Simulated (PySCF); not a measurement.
# C2H6ClISi: the cost of one run

Programs: PySCF 2.14.0, with routines of our own; each step states its level. All values are computed. Atoms count from 0.

## Step 1: The system as given

11 atoms, charge 0, multiplicity 1; geometry from: GFN2-xTB.

## Step 2: Geometry optimisation at PBE0-D3(BJ)/def2-SVP

What the job is given:

```
{"job": {"xc": "PBE0", "basis": "def2-SVP", "d3": "d3bj", "grid": 1, "maxiter": 30, "shake": 0.01, "kind": "geom"}, "charge": 0, "multiplicity": 1}
Cl    -0.636500     1.684360    -1.460750
C     -1.240360     0.649960    -0.144880
C     -0.479130    -0.647950    -0.134960
Si     1.450150    -0.412980     0.074940
I      1.749760     0.761510     2.208230
H     -1.105620     1.219810     0.781270
H     -2.289960     0.489940    -0.315210
H     -0.637950    -1.186190    -1.055420
H     -0.848270    -1.252660     0.710720
H      2.041570     0.390490    -0.938800
H      2.034410    -1.722130     0.259200
```

Started as:

```console
> OMP_NUM_THREADS=1 python heavy_run.py task.json out
```

The driver reads the jobs from task.json and runs them one after another.

**Question.** How long does this first job take on 1 thread of Arm Neoverse V2, shared host, and how much memory does it need?

About 64 s, with a peak of 0.53 GiB.
